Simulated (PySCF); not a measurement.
# [Er(H2O)]3+: other functionals and bases at one geometry

One table from this session's results is given with a row withheld; the runs are named, their logs left out.

The runs use PySCF 2.14.0; several levels, as the steps say, no spin–orbit coupling.

5 further runs of the same task are left out: 3 for a known fault of the program, 2 set aside as unsound or not needed.

### The system as given

4 atoms, charge 3, spin multiplicity 1.

Bond lengths: Er1–O2 2.151 Å, O2–H3 1.018 Å, O2–H4 1.018 Å. Angles: Er1–O2–H3 129.0°, Er1–O2–H4 129.0°, H3–O2–H4 102.1°.

Geometry (Å):

```xyz
4
ErH2O
Er    0.00000    0.00000   -0.06562
O     0.00000    0.00000    2.08583
H     0.79168    0.00000    2.72632
H    -0.79168    0.00000    2.72632
```

Formal oxidation states: Er +3. Each metal's 11 4f electrons lie in its core potential, so multiplicities, spins and levels count the valence alone. An earlier session relaxed this geometry at BP86, Er lcecp-1-SVP with ECP57, O def2-SVP, H def2-SVP (singlet, point group C2v).

At BP86 on the finer grid: E = -113.292773 Eh, HOMO -26.81 eV, LUMO -21.76 eV, Mulliken charge on Er1 +2.48 e, largest force component 0.001 eV/Å. 

Levels to run: PBE0; wB97X; TPSS; HF; BP86, TZVP. Hardware: 2 threads of Arm Neoverse V1, shared host.

Set-up of the first run:

run.py (the lines that set the calculation) reads:

```python
mol = gto.M(atom='''
Er     0.00000     0.00000    -0.06562
O      0.00000     0.00000     2.08583
H      0.79168     0.00000     2.72632
H     -0.79168     0.00000     2.72632''',
    basis={'Er': 'lcecp-1-SVP', 'O': 'def2-SVP', 'H': 'def2-SVP'},
    ecp={'Er': 'lcecp-1-SVP'},
    charge=3, spin=0)
mf = dft.RKS(mol, xc='PBE0')
mf.grids.atom_grid = (75, 302)  # f atoms: unpruned, at least (60, 302)
mf = mf.density_fit()  # fitting sets: Er AutoAux, O def2-universal-JKFIT, H def2-universal-JKFIT
mf.conv_tol = 1e-08; mf.max_cycle = 55
mf.kernel(dm0)  # dm0: the density of the relaxed state
```

Started as:

```
> OMP_NUM_THREADS=2 python run.py
```

Steps of the session up to this table: PBE0; wB97X; TPSS; HF; BP86, TZVP.

One table of the session follows, with a row left open; its other results are not shown here.

```
              level  HOMO (eV)  gap (eV)  charge on Er1 (e)  dipole (D)  largest force component (eV/Å)
BP86 (relaxed here)     -26.81      5.06               2.48        3.79                            0.00
               PBE0     -28.33      7.59               2.54        3.45                            0.53
              wB97X     -30.75     12.73               2.56        3.19                            0.76
               TPSS     -26.73      5.15               2.50        3.69                            0.20
                 HF          ?         ?                  ?           ?                               ?
         BP86, TZVP     -26.81      4.97               2.59        3.83                            0.26
```

**Question.** Estimate the row for HF.

The run gave: HOMO (eV): -32.65; gap (eV): 15.35; charge on Er1 (e): 2.67; dipole (D): 2.71; largest force component (eV/Å): 2.18. In the column «HOMO (eV)» it is the lowest.

The dipole of a charged species depends on the origin, so these sizes hold for this origin alone.

In one basis the HOMO–LUMO gap runs from 5.06 eV (BP86) to 15.35 eV (HF). The largest leftover force, 2.18 eV/Å with HF, stands at a geometry relaxed at another level. With 4f in the core, its levels are missing from HOMO and gap, and its count is fixed, so no charge can pass from the ligands into it. Total energies of different levels can't be compared.
